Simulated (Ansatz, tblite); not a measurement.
# Si(NH2)4 (SiN4H8): a ladder of methods and basis sets, part 1 of 2

How do method and basis change the picture of Si(NH2)4 (SiN4H8) (singlet)?

The runs use Ansatz 0.2.0, Gaussian basis; as each input shows.

Plan: GFN1-xTB, GFN2-xTB, PBE-D4/def2-TZVP, r2SCAN-D4/def2-TZVP, LDA/def2-TZVP, B2PLYP/def2-TZVP, ωB97X-V/def2-TZVP, PBE-D4/def2-SVP, PBE0-D4/def2-SVP, HF/STO-3G, HF/6-31G, B3LYP-D4/6-31G, PBE0-D4/def2-TZVPD, PBE-D4/def2-TZVPD, LDA/def2-TZVPD, CCSD(T)/def2-TZVP, RPA/def2-TZVP.

2 further runs of the same task are left out: 2 set aside as unsound or not needed.

### 1 The structure

The singlet was relaxed beforehand with r2SCAN-D4/def2-SVP.

13 atoms, charge 0, spin multiplicity 1.

Bond lengths: Si1–N2 1.734 Å, Si1–N5 1.734 Å, Si1–N8 1.734 Å, Si1–N11 1.734 Å, N2–H3 1.015 Å, N2–H4 1.015 Å, N5–H6 1.015 Å, N5–H7 1.015 Å, N8–H9 1.015 Å, N8–H10 1.015 Å, N11–H12 1.015 Å, N11–H13 1.015 Å. Angles: N2–Si1–N5 102.4°, N2–Si1–N8 102.4°, N2–Si1–N11 124.8°, N5–Si1–N8 124.8°, N5–Si1–N11 102.4°, N8–Si1–N11 102.4°, Si1–N2–H3 118.8°, Si1–N2–H4 118.8°, H3–N2–H4 110.5°, Si1–N5–H6 118.8°, Si1–N5–H7 118.8°, H6–N5–H7 110.6°, Si1–N8–H9 118.8°, Si1–N8–H10 118.8°, H9–N8–H10 110.5°, Si1–N11–H12 118.8°, Si1–N11–H13 118.8°, H12–N11–H13 110.5°.

PBE0-D4/def2-TZVP was run before; its log isn't repeated, and its numbers join the tables.

### 2 GFN1-xTB

Tight binding, by tblite at 300 K electronic temperature and without a spin-polarisation term:

```python
tblite.interface.Calculator('GFN1-xTB', numbers, positions, charge=0, uhf=0).singlepoint()
```

Energy -520.3829 eV, HOMO -10.03 eV, LUMO -2.97 eV; 0.016 s.

### 3 GFN2-xTB

Tight binding, by tblite at 300 K electronic temperature and without a spin-polarisation term:

```python
tblite.interface.Calculator('GFN2-xTB', numbers, positions, charge=0, uhf=0).singlepoint()
```

Energy -477.3586 eV, HOMO -9.54 eV, LUMO -1.89 eV; 0.014 s.

### 4 PBE-D4/def2-TZVP

start.molden holds the orbitals of an earlier run on this state, given as this run's starting guess.

Input file in.yaml:

```yaml
crystal:
  periodic: [false, false, false]
  atoms:
    - {symbol: Si, position_ang: [0.000040, 0.000005, -0.000027]}
    - {symbol: N, position_ang: [0.198630, 0.184014, 1.712782]}
    - {symbol: H, position_ang: [0.794474, -0.471533, 2.208775]}
    - {symbol: H, position_ang: [-0.611271, 0.424946, 2.275418]}
    - {symbol: N, position_ang: [1.626839, -0.269291, -0.536329]}
    - {symbol: H, position_ang: [2.366395, 0.322607, -0.171170]}
    - {symbol: H, position_ang: [1.790339, -0.480563, -1.515746]}
    - {symbol: N, position_ang: [-0.962717, 1.381787, -0.413386]}
    - {symbol: H, position_ang: [-0.711817, 2.285761, -0.025226]}
    - {symbol: H, position_ang: [-1.287389, 1.482834, -1.369942]}
    - {symbol: N, position_ang: [-0.862949, -1.296192, -0.762782]}
    - {symbol: H, position_ang: [-0.467577, -2.230807, -0.734528]}
    - {symbol: H, position_ang: [-1.872998, -1.333568, -0.667828]}
basis:
  gaussian: {orbitals: def2-TZVP, initial_orbitals: start.molden}
hamiltonian: {xc: pbe, dispersion: d4}
scf: {omitted_lower_state_checks: [starts]}
output: {orbitals: {seedname: orbitals}}
```

On the command line:

```sh
> ansatz run in.yaml --threads 4 --pin off --events-out ev --progress --plain --max-ram 4787MiB
```

Log:

```text
Functional definition: PBE
  name "PBE"
  cite "Perdew, Burke & Ernzerhof, Phys. Rev. Lett. 77, 3865 (1996) doi:10.1103/PhysRevLett.77.3865"
  parent pbe
  parameter kappa = 0.804
  parameter beta = 0.06672455060314922
  exchange = pbe_x(kappa = kappa, mu = beta*pi^2/3)
  correlation = pbe_c(beta = beta)
these checks for a lower state are left out or cut short: starts
1224 factors; their error is unknown
mean field evaluation 1: about -13963.2685 eV, gradient 1.1e1 eV
mean field evaluation 2: about -13963.3813 eV, gradient 1.2e-1 eV
mean field evaluation 4: about -13963.3576 eV, gradient 2.8e-4 eV
mean field -13963.35762602 eV, -513.1439280526 hartree, gradient 8.7e-6 eV, S^2 0.000000; 0 other end points of the search recorded, 0 dependent functions left out
reference -13963.35766813 eV, -513.1439296001 hartree; 25, 25 occupied and 184, 184 virtual orbitals, 1224 factors
Total energy: -13963.63985575 eV, -513.1542998039 hartree
Checks for a lower state left out: starts
```

It took 6 s on 4 threads of Intel Xeon at 2.50GHz, shared host.

From the report: HOMO -5.30 eV, LUMO 0.02 eV.

### 5 r2SCAN-D4/def2-TZVP

Edit in.yaml of step 4 so:

```diff
@@ -18,4 +18,4 @@
   gaussian: {orbitals: def2-TZVP, initial_orbitals: start.molden}
-hamiltonian: {xc: pbe, dispersion: d4}
+hamiltonian: {xc: r2scan, dispersion: d4}
 scf: {omitted_lower_state_checks: [starts]}
-output: {orbitals: {seedname: orbitals}}
+output: {forces: true, orbitals: {seedname: orbitals}}
```

Same command.

Log, cut to the lines that bear on the results:

```text
Functional definition: r2SCAN
  name "r2SCAN"
  cite "Furness, Kaplan, Ning, Perdew & Sun, J. Phys. Chem. Lett. 11, 8208 (2020) doi:10.1021/acs.jpclett.0c02405"
  cite "Furness, Kaplan, Ning, Perdew & Sun, J. Phys. Chem. Lett. 11, 9248 (2020) doi:10.1021/acs.jpclett.0c03077"
  parent r2scan
[...]
1224 factors; their error is unknown
[...]
mean field -13970.88972484 eV, -513.4207275787 hartree, gradient 1.7e-5 eV, S^2 0.000000; 0 other end points of the search recorded, 0 dependent functions left out
[...]
reference -13970.88973688 eV, -513.4207280213 hartree; 25, 25 occupied and 184, 184 virtual orbitals, 1224 factors
Total energy: -13970.96042006 eV, -513.4233255800 hartree
Atom 0 at     0.000040     0.000005    -0.000027 Å, force    -0.001243     0.000228     0.000434 eV/Å
Atom 1 at     0.198630     0.184014     1.712782 Å, force    -0.093009    -0.147706    -0.077526 eV/Å
[...]
Atom 4 at     1.626839    -0.269291    -0.536329 Å, force    -0.099244     0.153065    -0.049226 eV/Å
Atom 5 at     2.366395     0.322607    -0.171170 Å, force    -0.212021    -0.160188    -0.098522 eV/Å
Atom 6 at     1.790339    -0.480563    -1.515746 Å, force    -0.053549     0.060697     0.271711 eV/Å
Atom 7 at    -0.962717     1.381787    -0.413386 Å, force     0.180306    -0.020822    -0.060521 eV/Å
Atom 8 at    -0.711817     2.285761    -0.025226 Å, force    -0.063754    -0.257394    -0.105939 eV/Å
Atom 9 at    -1.287389     1.482834    -1.369942 Å, force     0.094584    -0.035070     0.263712 eV/Å
Atom 10 at    -0.862949    -1.296192    -0.762782 Å, force     0.017794     0.013948     0.187210 eV/Å
Atom 11 at    -0.467577    -2.230807    -0.734528 Å, force    -0.103952     0.264006    -0.002197 eV/Å
Atom 12 at    -1.872998    -1.333568    -0.667828 Å, force     0.281754     0.016525    -0.021045 eV/Å
Dipole moment:     0.000326    -0.000516    -0.000464 e Å
Checks for a lower state left out: starts
```

Wall time 9.5 s (4 threads of Intel Xeon at 2.50GHz, shared host).

From the report: HOMO -5.61 eV, LUMO 0.73 eV.

### 6 LDA/def2-TZVP

Edit in.yaml of step 5 so:

```diff
@@ -18,4 +18,4 @@
   gaussian: {orbitals: def2-TZVP, initial_orbitals: start.molden}
-hamiltonian: {xc: r2scan, dispersion: d4}
+hamiltonian: {xc: lda}
 scf: {omitted_lower_state_checks: [starts]}
-output: {forces: true, orbitals: {seedname: orbitals}}
+output: {orbitals: {seedname: orbitals}}
```

Same command.

Log:

```text
Functional definition: SPW92
  name "SPW92"
  cite "Dirac, Proc. Camb. Phil. Soc. 26, 376 (1930) doi:10.1017/S0305004100016108"
  cite "Slater, Phys. Rev. 81, 385 (1951) doi:10.1103/PhysRev.81.385"
  cite "Perdew & Wang, Phys. Rev. B 45, 13244 (1992) doi:10.1103/PhysRevB.45.13244"
  exchange = slater_x
  correlation = pw_c
these checks for a lower state are left out or cut short: starts
1224 factors; their error is unknown
mean field evaluation 1: about -13893.2358 eV, gradient 4.2e1 eV
mean field evaluation 2: about -13893.7334 eV, gradient 7.1e-1 eV
mean field evaluation 4: about -13893.7137 eV, gradient 3.9e-1 eV
mean field evaluation 8: about -13893.7139 eV, gradient 2.0e-5 eV
mean field -13893.71391509 eV, -510.5845688819 hartree, gradient 2.0e-5 eV, S^2 0.000000; 0 other end points of the search recorded, 0 dependent functions left out
reference -13893.71395555 eV, -510.5845703690 hartree; 25, 25 occupied and 184, 184 virtual orbitals, 1224 factors
Total energy: -13893.71395555 eV, -510.5845703690 hartree
Checks for a lower state left out: starts
```

Wall time 3.9 s (4 threads of Intel Xeon at 2.50GHz, shared host).

HOMO -5.46 eV, LUMO -0.11 eV.

### 7 B2PLYP/def2-TZVP

Edit in.yaml of step 6 so:

```diff
@@ -18,4 +18,3 @@
   gaussian: {orbitals: def2-TZVP, initial_orbitals: start.molden}
-hamiltonian: {xc: lda}
+hamiltonian: {xc: {name: B2PLYP}}
 scf: {omitted_lower_state_checks: [starts]}
-output: {orbitals: {seedname: orbitals}}
```

Same command.

Log, cut to the lines that bear on the results:

```text
Functional definition: B2PLYP
  name "B2PLYP"
  cite "Grimme, J. Chem. Phys. 124, 034108 (2006) doi:10.1063/1.2148954"
  cite "Becke, Phys. Rev. A 38, 3098 (1988) doi:10.1103/PhysRevA.38.3098"
  cite "Lee, Yang & Parr, Phys. Rev. B 37, 785 (1988) doi:10.1103/PhysRevB.37.785"
[...]
1406 factors; integrals over basis functions are off by at most 1.4e-3 eV
[...]
mean field -13958.24841020 eV, -512.9561678342 hartree, gradient 1.3e-6 eV, S^2 0.000000; 0 other end points of the search recorded, 0 dependent functions left out
9 core orbitals not correlated: weight in the atoms' cores, before any rotation towards them, 1.000 or more for the frozen orbitals, at most 0.000 for the correlated occupied ones
reference -13958.24858667 eV, -512.9561743196 hartree; 16, 16 occupied and 184, 184 virtual orbitals, 1406 factors
second order -31.49325543 eV of doubles, -0.00000000 eV of singles
Total energy: -13966.75176564 eV, -513.2686603829 hartree
Checks for a lower state left out: starts
```

It took 14 s on 4 threads of Intel Xeon at 2.50GHz, shared host.

### 8 ωB97X-V/def2-TZVP

Edit in.yaml of step 7 so:

```diff
@@ -18,3 +18,4 @@
   gaussian: {orbitals: def2-TZVP, initial_orbitals: start.molden}
-hamiltonian: {xc: {name: B2PLYP}}
+hamiltonian: {xc: {name: wB97X-V}}
 scf: {omitted_lower_state_checks: [starts]}
+output: {orbitals: {seedname: orbitals}}
```

Launched as before.

Log, cut to the lines that bear on the results:

```text
Functional definition: wB97X-V
  name "wB97X-V"
  cite "Mardirossian & Head-Gordon, Phys. Chem. Chem. Phys. 16, 9904 (2014) doi:10.1039/C3CP54374A"
  cite "Becke, J. Chem. Phys. 107, 8554 (1997) doi:10.1063/1.475007"
  cite "Vydrov & Van Voorhis, J. Chem. Phys. 133, 244103 (2010) doi:10.1063/1.3521275"
[...]
      + integral(e_c_pw_opposite_spin*poly(b97_u_opposite, cos0, cos1)) + vv10(b, c)
[...]
1224 factors; their error is unknown
340 factors; integrals over basis functions are off by at most 7.4e-6 eV
[...]
mean field -13971.75507226 eV, -513.4525285098 hartree, gradient 2.4e-5 eV, S^2 0.000000; 0 other end points of the search recorded, 0 dependent functions left out
reference -13971.75507022 eV, -513.4525284350 hartree; 25, 25 occupied and 184, 184 virtual orbitals, 1224 factors
Total energy: -13971.75507022 eV, -513.4525284350 hartree
Checks for a lower state left out: starts
```

It took 15 s on 4 threads of Intel Xeon at 2.50GHz, shared host; peak memory 0.61 GiB.

Report: HOMO -9.24 eV, LUMO 2.66 eV.

### 9 PBE-D4/def2-SVP

Edit in.yaml of step 8 so:

```diff
@@ -17,4 +17,4 @@
 basis:
-  gaussian: {orbitals: def2-TZVP, initial_orbitals: start.molden}
-hamiltonian: {xc: {name: wB97X-V}}
+  gaussian: {orbitals: def2-SVP, initial_orbitals: start.molden}
+hamiltonian: {xc: pbe, dispersion: d4}
 scf: {omitted_lower_state_checks: [starts]}
```

The command is unchanged.

Log:

```text
Functional definition: PBE
  name "PBE"
  cite "Perdew, Burke & Ernzerhof, Phys. Rev. Lett. 77, 3865 (1996) doi:10.1103/PhysRevLett.77.3865"
  parent pbe
  parameter kappa = 0.804
  parameter beta = 0.06672455060314922
  exchange = pbe_x(kappa = kappa, mu = beta*pi^2/3)
  correlation = pbe_c(beta = beta)
these checks for a lower state are left out or cut short: starts
1348 factors; their error is unknown
mean field evaluation 1: about -13952.3496 eV, gradient 1.2e1 eV
mean field evaluation 2: about -13952.8043 eV, gradient 3.2e-1 eV
mean field evaluation 4: about -13952.7262 eV, gradient 4.3e-4 eV
mean field -13952.72621878 eV, -512.7532310425 hartree, gradient 2.2e-5 eV, S^2 0.000000; 0 other end points of the search recorded, 0 dependent functions left out
reference -13952.72626101 eV, -512.7532325945 hartree; 25, 25 occupied and 89, 89 virtual orbitals, 1348 factors
Total energy: -13953.00844863 eV, -512.7636027983 hartree
Checks for a lower state left out: starts
```

It took 2.8 s on 4 threads of Intel Xeon at 2.50GHz, shared host.

HOMO -4.82 eV, LUMO 0.76 eV.

### 10 PBE0-D4/def2-SVP

Edit in.yaml of step 9 so:

```diff
@@ -18,3 +18,3 @@
   gaussian: {orbitals: def2-SVP, initial_orbitals: start.molden}
-hamiltonian: {xc: pbe, dispersion: d4}
+hamiltonian: {xc: pbe0, dispersion: d4}
 scf: {omitted_lower_state_checks: [starts]}
```

The command is unchanged.

Log:

```text
Functional definition: PBE0
  name "PBE0"
  cite "Adamo & Barone, J. Chem. Phys. 110, 6158 (1999) doi:10.1063/1.478522"
  cite "Perdew, Burke & Ernzerhof, Phys. Rev. Lett. 77, 3865 (1996) doi:10.1103/PhysRevLett.77.3865"
  parent pbe
  parameter a = 0.25
  parameter kappa = 0.804
  parameter beta = 0.06672455060314922
  exchange = (1 - a)*pbe_x(kappa = kappa, mu = beta*pi^2/3) + a*exact_x
  correlation = pbe_c(beta = beta)
these checks for a lower state are left out or cut short: starts
1348 factors; their error is unknown
mean field evaluation 1: about -13953.8104 eV, gradient 1.0e1 eV
mean field evaluation 2: about -13954.1185 eV, gradient 2.2e-1 eV
mean field evaluation 4: about -13954.1588 eV, gradient 3.1e-4 eV
mean field -13954.15875759 eV, -512.8058758730 hartree, gradient 5.9e-6 eV, S^2 0.000000; 0 other end points of the search recorded, 0 dependent functions left out
reference -13954.15878763 eV, -512.8058769769 hartree; 25, 25 occupied and 89, 89 virtual orbitals, 1348 factors
Total energy: -13954.39642471 eV, -512.8146099783 hartree
Checks for a lower state left out: starts
```

Wall time 3.8 s (4 threads of Intel Xeon at 2.50GHz, shared host).

Report: HOMO -6.38 eV, LUMO 1.64 eV.

### 11 HF/STO-3G

Edit in.yaml of step 10 so:

```diff
@@ -17,4 +17,4 @@
 basis:
-  gaussian: {orbitals: def2-SVP, initial_orbitals: start.molden}
-hamiltonian: {xc: pbe0, dispersion: d4}
+  gaussian: {orbitals: STO-3G}
+hamiltonian: {xc: hf}
 scf: {omitted_lower_state_checks: [starts]}
```

The command is unchanged.

Log:

```text
Functional definition: HF
  name "HF"
  cite "Fock, Z. Phys. 61, 126 (1930) doi:10.1007/BF01340294"
  parent pbe
  exchange = exact_x
  correlation = 0
these checks for a lower state are left out or cut short: starts
481 factors; integrals over basis functions are off by at most 4.6e-5 eV
mean field evaluation 1: about -13747.5408 eV, gradient 2.5e1 eV
mean field evaluation 2: about -13747.6820 eV, gradient 2.6e1 eV
mean field evaluation 4: about -13749.6676 eV, gradient 9.8e-1 eV
mean field evaluation 8: about -13749.6735 eV, gradient 1.6e-5 eV
mean field -13749.67353309 eV, -505.2911824775 hartree, gradient 4.0e-5 eV, S^2 0.000000; 0 other end points of the search recorded, 0 dependent functions left out
reference -13749.67353309 eV, -505.2911824775 hartree; 25, 25 occupied and 12, 12 virtual orbitals, 481 factors
Total energy: -13749.67353309 eV, -505.2911824775 hartree
Checks for a lower state left out: starts
```

Wall time 0.72 s (4 threads of Intel Xeon at 2.50GHz, shared host).

From the report: HOMO -7.85 eV, LUMO 13.26 eV.

### 12 HF/6-31G

Edit in.yaml of step 11 so:

```diff
@@ -17,3 +17,3 @@
 basis:
-  gaussian: {orbitals: STO-3G}
+  gaussian: {orbitals: 6-31G}
 hamiltonian: {xc: hf}
```

The command is unchanged.

Log:

```text
Functional definition: HF
  name "HF"
  cite "Fock, Z. Phys. 61, 126 (1930) doi:10.1007/BF01340294"
  parent pbe
  exchange = exact_x
  correlation = 0
these checks for a lower state are left out or cut short: starts
924 factors; integrals over basis functions are off by at most 2.4e-4 eV
mean field evaluation 1: about -13909.5100 eV, gradient 5.0e1 eV
mean field evaluation 2: about -13909.5106 eV, gradient 5.0e1 eV
mean field evaluation 4: about -13914.6754 eV, gradient 2.5e0 eV
mean field evaluation 8: about -13914.6956 eV, gradient 5.6e-4 eV
mean field -13914.69561469 eV, -511.3556321204 hartree, gradient 1.7e-5 eV, S^2 0.000000; 0 other end points of the search recorded, 0 dependent functions left out
reference -13914.69561469 eV, -511.3556321204 hartree; 25, 25 occupied and 40, 40 virtual orbitals, 924 factors
Total energy: -13914.69561469 eV, -511.3556321204 hartree
Checks for a lower state left out: starts
```

It took 1.8 s on 4 threads of Intel Xeon at 2.50GHz, shared host.

Report: HOMO -10.23 eV, LUMO 5.27 eV.

### 13 B3LYP-D4/6-31G

Edit in.yaml of step 12 so:

```diff
@@ -18,3 +18,3 @@
   gaussian: {orbitals: 6-31G}
-hamiltonian: {xc: hf}
+hamiltonian: {xc: {name: B3LYP}, dispersion: d4}
 scf: {omitted_lower_state_checks: [starts]}
```

Launched as before.

Log, cut to the lines that bear on the results:

```text
Functional definition: B3LYP
  name "B3LYP"
  cite "Stephens, Devlin, Chabalowski & Frisch, J. Phys. Chem. 98, 11623 (1994) doi:10.1021/j100096a001"
  cite "Becke, Phys. Rev. A 38, 3098 (1988) doi:10.1103/PhysRevA.38.3098"
  cite "Lee, Yang & Parr, Phys. Rev. B 37, 785 (1988) doi:10.1103/PhysRevB.37.785"
  cite "Vosko, Wilk & Nusair, Can. J. Phys. 58, 1200 (1980) doi:10.1139/p80-159"
[...]
924 factors; integrals over basis functions are off by at most 2.4e-4 eV
[...]
mean field -13968.13311222 eV, -513.3194239334 hartree, gradient 6.3e-5 eV, S^2 0.000000; 0 other end points of the search recorded, 0 dependent functions left out
reference -13968.13335057 eV, -513.3194326925 hartree; 25, 25 occupied and 40, 40 virtual orbitals, 924 factors
Total energy: -13968.58531998 eV, -513.3360422622 hartree
Checks for a lower state left out: starts
```

Wall time 2.5 s (4 threads of Intel Xeon at 2.50GHz, shared host).

HOMO -6.09 eV, LUMO 1.58 eV.

### 14 PBE0-D4/def2-TZVPD

Edit in.yaml of step 13 so:

```diff
@@ -17,4 +17,4 @@
 basis:
-  gaussian: {orbitals: 6-31G}
-hamiltonian: {xc: {name: B3LYP}, dispersion: d4}
+  gaussian: {orbitals: def2-TZVPD, initial_orbitals: start.molden}
+hamiltonian: {xc: pbe0, dispersion: d4}
 scf: {omitted_lower_state_checks: [starts]}
```

Launched as before.

Log:

```text
Functional definition: PBE0
  name "PBE0"
  cite "Adamo & Barone, J. Chem. Phys. 110, 6158 (1999) doi:10.1063/1.478522"
  cite "Perdew, Burke & Ernzerhof, Phys. Rev. Lett. 77, 3865 (1996) doi:10.1103/PhysRevLett.77.3865"
  parent pbe
  parameter a = 0.25
  parameter kappa = 0.804
  parameter beta = 0.06672455060314922
  exchange = (1 - a)*pbe_x(kappa = kappa, mu = beta*pi^2/3) + a*exact_x
  correlation = pbe_c(beta = beta)
these checks for a lower state are left out or cut short: starts
1420 factors; their error is unknown
mean field evaluation 1: about -13964.5740 eV, gradient 6.4e0 eV
mean field evaluation 2: about -13964.6874 eV, gradient 1.5e-1 eV
mean field evaluation 4: about -13964.7019 eV, gradient 4.3e-4 eV
mean field -13964.70186399 eV, -513.1933278867 hartree, gradient 6.9e-6 eV, S^2 0.000000; 0 other end points of the search recorded, 0 dependent functions left out
reference -13964.70190462 eV, -513.1933293798 hartree; 25, 25 occupied and 238, 238 virtual orbitals, 1420 factors
Total energy: -13964.93954169 eV, -513.2020623812 hartree
Checks for a lower state left out: starts
```

Wall time 8.6 s (4 threads of Intel Xeon at 2.50GHz, shared host); peak memory 0.69 GiB.

From the report: HOMO -6.85 eV, LUMO -0.06 eV.

### 15 PBE-D4/def2-TZVPD

Edit in.yaml of step 14 so:

```diff
@@ -18,3 +18,3 @@
   gaussian: {orbitals: def2-TZVPD, initial_orbitals: start.molden}
-hamiltonian: {xc: pbe0, dispersion: d4}
+hamiltonian: {xc: pbe, dispersion: d4}
 scf: {omitted_lower_state_checks: [starts]}
```

Same command.

Log:

```text
Functional definition: PBE
  name "PBE"
  cite "Perdew, Burke & Ernzerhof, Phys. Rev. Lett. 77, 3865 (1996) doi:10.1103/PhysRevLett.77.3865"
  parent pbe
  parameter kappa = 0.804
  parameter beta = 0.06672455060314922
  exchange = pbe_x(kappa = kappa, mu = beta*pi^2/3)
  correlation = pbe_c(beta = beta)
these checks for a lower state are left out or cut short: starts
1399 factors; their error is unknown
mean field evaluation 1: about -13963.2651 eV, gradient 1.3e1 eV
mean field evaluation 2: about -13963.5214 eV, gradient 3.2e-1 eV
mean field evaluation 4: about -13963.5012 eV, gradient 1.4e-3 eV
mean field -13963.50120719 eV, -513.1492045633 hartree, gradient 1.1e-5 eV, S^2 0.000000; 0 other end points of the search recorded, 0 dependent functions left out
reference -13963.50126244 eV, -513.1492065937 hartree; 25, 25 occupied and 238, 238 virtual orbitals, 1399 factors
Total energy: -13963.78345006 eV, -513.1595767975 hartree
Checks for a lower state left out: starts
```

Run time: 7 s. Hardware: 4 threads of Intel Xeon at 2.50GHz, shared host.

From the report: HOMO -5.43 eV, LUMO -0.70 eV.

### 16 LDA/def2-TZVPD

Edit in.yaml of step 15 so:

```diff
@@ -18,3 +18,3 @@
   gaussian: {orbitals: def2-TZVPD, initial_orbitals: start.molden}
-hamiltonian: {xc: pbe, dispersion: d4}
+hamiltonian: {xc: lda}
 scf: {omitted_lower_state_checks: [starts]}
```

Launched as before.

Log:

```text
Functional definition: SPW92
  name "SPW92"
  cite "Dirac, Proc. Camb. Phil. Soc. 26, 376 (1930) doi:10.1017/S0305004100016108"
  cite "Slater, Phys. Rev. 81, 385 (1951) doi:10.1103/PhysRev.81.385"
  cite "Perdew & Wang, Phys. Rev. B 45, 13244 (1992) doi:10.1103/PhysRevB.45.13244"
  exchange = slater_x
  correlation = pw_c
these checks for a lower state are left out or cut short: starts
1399 factors; their error is unknown
mean field evaluation 1: about -13893.2323 eV, gradient 4.2e1 eV
mean field evaluation 2: about -13893.8670 eV, gradient 1.1e0 eV
mean field evaluation 4: about -13893.8551 eV, gradient 4.4e-1 eV
mean field evaluation 8: about -13893.8553 eV, gradient 2.7e-5 eV
mean field -13893.85534702 eV, -510.5897664096 hartree, gradient 2.7e-5 eV, S^2 0.000000; 0 other end points of the search recorded, 0 dependent functions left out
reference -13893.85539977 eV, -510.5897683480 hartree; 25, 25 occupied and 238, 238 virtual orbitals, 1399 factors
Total energy: -13893.85539977 eV, -510.5897683480 hartree
Checks for a lower state left out: starts
```

It took 5.5 s on 4 threads of Intel Xeon at 2.50GHz, shared host.

From the report: HOMO -5.59 eV, LUMO -0.76 eV.

(Continued in part 2 of 2.)
